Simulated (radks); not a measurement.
# Ionising tungsten step by step, W⁵⁷⁺ to W⁷³⁺

Wanted: the ionisation ladder of tungsten and its errors against NIST. Each value is a difference of total energies (Δ-SCF).

Program: radks (a radial shooting solver on a logarithmic mesh, Libxc functionals) version 1. Level of theory: scalar-relativistic Kohn-Sham, BLYP, spin-polarised, spherical densities, finite nucleus; open shells are filled with parallel spins first. These are calculated values, not measurements, unless marked.

**1. The atom as given**

```
element             : tungsten (Z = 74)
charges             : 57 to 73
first configuration : [Ne] 3s2 3p5
last configuration  : 1s1
```

The outer shells:

W⁵⁷⁺
```
[Ne] core
3s [↑↓]
3p [↑↓][↑↓][↑ ]
```

W⁷³⁺
```
1s [↑ ]
```

**2. W⁵⁷⁺, [Ne] 3s2 3p5**

Input:

```text
Z 74
configuration [Ne] 3s2 3p5
relativity scalar-relativistic
functional b88,lyp
spin polarised
nucleus finite rms 5.3658 fm
c 137.035999084
```

**3. W⁵⁸⁺, [Ne] 3s2 3p4**

Input: that of step 2 with these lines changed.

```diff
@@ -1,3 +1,3 @@
 Z 74
-configuration [Ne] 3s2 3p5
+configuration [Ne] 3s2 3p4
 relativity scalar-relativistic
```

**4. W⁵⁹⁺, [Ne] 3s2 3p3**

Input: that of step 3 with these lines changed.

```diff
@@ -1,3 +1,3 @@
 Z 74
-configuration [Ne] 3s2 3p4
+configuration [Ne] 3s2 3p3 4s0 3d0
 relativity scalar-relativistic
```

**5. W⁶⁰⁺, [Ne] 3s2 3p2**

Input:

```text
Z 74
configuration [Ne] 3s2 3p2
relativity scalar-relativistic
functional b88,lyp
spin polarised
nucleus finite rms 5.3658 fm
c 137.035999084
```

**6. W⁶¹⁺, [Ne] 3s2 3p1**

Input: that of step 5 with these lines changed.

```diff
@@ -1,3 +1,3 @@
 Z 74
-configuration [Ne] 3s2 3p2
+configuration [Ne] 3s2 3p1
 relativity scalar-relativistic
```

**7. W⁶²⁺, [Ne] 3s2**

Input: that of step 6 with these lines changed.

```diff
@@ -1,3 +1,3 @@
 Z 74
-configuration [Ne] 3s2 3p1
+configuration [Ne] 3s2
 relativity scalar-relativistic
```

**8. W⁶³⁺, [Ne] 3s1**

Input: that of step 7 with these lines changed.

```diff
@@ -1,3 +1,3 @@
 Z 74
-configuration [Ne] 3s2
+configuration [Ne] 3s1 3p0 4s0
 relativity scalar-relativistic
```

**9. W⁶⁴⁺, [Ne]**

Input:

```text
Z 74
configuration [Ne] 3s0 3p0
relativity scalar-relativistic
functional b88,lyp
spin polarised
nucleus finite rms 5.3658 fm
c 137.035999084
```

**10. W⁶⁵⁺, [He] 2s2 2p5**

Input: that of step 9 with these lines changed.

```diff
@@ -1,3 +1,3 @@
 Z 74
-configuration [Ne] 3s0 3p0
+configuration [He] 2s2 2p5
 relativity scalar-relativistic
```

**11. W⁶⁶⁺, [He] 2s2 2p4**

Input: that of step 10 with these lines changed.

```diff
@@ -1,3 +1,3 @@
 Z 74
-configuration [He] 2s2 2p5
+configuration [He] 2s2 2p4
 relativity scalar-relativistic
```

**12. W⁶⁷⁺, [He] 2s2 2p3**

Input: that of step 11 with these lines changed.

```diff
@@ -1,3 +1,3 @@
 Z 74
-configuration [He] 2s2 2p4
+configuration [He] 2s2 2p3 3s0 3p0
 relativity scalar-relativistic
```

**13. W⁶⁸⁺, [He] 2s2 2p2**

Input:

```text
Z 74
configuration [He] 2s2 2p2 3s0 3p0
relativity scalar-relativistic
functional b88,lyp
spin polarised
nucleus finite rms 5.3658 fm
c 137.035999084
```

**14. W⁶⁹⁺, [He] 2s2 2p1**

Input:

```text
Z 74
configuration [He] 2s2 2p1
relativity scalar-relativistic
functional b88,lyp
spin polarised
nucleus finite rms 5.3658 fm
c 137.035999084
```

**15. W⁷⁰⁺, [He] 2s2**

Input: that of step 14 with these lines changed.

```diff
@@ -1,3 +1,3 @@
 Z 74
-configuration [He] 2s2 2p1
+configuration [He] 2s2 2p0 3s0
 relativity scalar-relativistic
```

**16. W⁷¹⁺, [He] 2s1**

Input: that of step 15 with these lines changed.

```diff
@@ -1,3 +1,3 @@
 Z 74
-configuration [He] 2s2 2p0 3s0
+configuration [He] 2s1
 relativity scalar-relativistic
```

**17. W⁷²⁺, [He]**

Input: that of step 16 with these lines changed.

```diff
@@ -1,3 +1,3 @@
 Z 74
-configuration [He] 2s1
+configuration [He]
 relativity scalar-relativistic
```

**18. W⁷³⁺, 1s1**

Input: that of step 17 with these lines changed.

```diff
@@ -1,3 +1,3 @@
 Z 74
-configuration [He]
+configuration 1s1 2s0 2p0
 relativity scalar-relativistic
```

What does the calculation give? Wanted: for each run, species; configuration; Δ-SCF; −ε(HOMO); NIST; error.

**Answer**, as computed:

```tsv
species	configuration	Δ-SCF (eV)	−ε(HOMO) (eV)	NIST (eV)	error (%)
W⁵⁷⁺	[Ne] 3s2 3p5	5955.0	5898.2	5840 (semi-emp.)	+2.0
W⁵⁸⁺	[Ne] 3s2 3p4	6073.5	6017.6	5970 (semi-emp.)	+1.7
W⁵⁹⁺	[Ne] 3s2 3p3	6230.0	6170.9	6093 (semi-emp.)	+2.2
W⁶⁰⁺	[Ne] 3s2 3p2	6353.4	6294.6	6596 (semi-emp.)	-3.7
W⁶¹⁺	[Ne] 3s2 3p1	6474.7	6417.1	6735 (semi-emp.)	-3.9
W⁶²⁺	[Ne] 3s2	7019.0	6967.0	7000 (semi-emp.)	+0.3
W⁶³⁺	[Ne] 3s1	7153.0	7099.6	7130 (semi-emp.)	+0.3
W⁶⁴⁺	[Ne]	16024.2	15865.9	15566 (semi-emp.)	+2.9
W⁶⁵⁺	[He] 2s2 2p5	16353.5	16196.4	15896 (semi-emp.)	+2.9
W⁶⁶⁺	[He] 2s2 2p4	16677.1	16523.3	16252 (semi-emp.)	+2.6
W⁶⁷⁺	[He] 2s2 2p3	17115.0	16950.2	16588 (semi-emp.)	+3.2
W⁶⁸⁺	[He] 2s2 2p2	17454.4	17290.8	18476 (semi-emp.)	-5.5
W⁶⁹⁺	[He] 2s2 2p1	17787.4	17627.6	18872 (semi-emp.)	-5.7
W⁷⁰⁺	[He] 2s2	19397.0	19272.5	19362 (semi-emp.)	+0.2
W⁷¹⁺	[He] 2s1	19732.2	19604.3	19686.7 (theory)	+0.2
W⁷²⁺	[He]	79465	78947	79181.9 (theory)	+0.4
W⁷³⁺	1s1	80884	80361	80755.9 (theory)	+0.2
```

**Reading.** Reference values: NIST Atomic Spectra Database (exp. measured, semi-emp. semi-empirical, theory a theoretical value adopted there). The steepest step, after dividing by the final charge, comes at W⁷²⁺ in [He], where the value goes from 19732.2 to 79465 eV. There the highest level belongs to another shell. The Δ-SCF values miss the measured or semi-empirical entries by -0.0 % in the signed mean; the largest miss is -5.7 % (W⁶⁹⁺). Minus the highest eigenvalue gives 99 to 99 % of the Δ-SCF value along the ladder. Open shells are spherical and high-spin; term and fine-structure splittings are not resolved. Spin-orbit splitting is averaged out at the scalar-relativistic level.
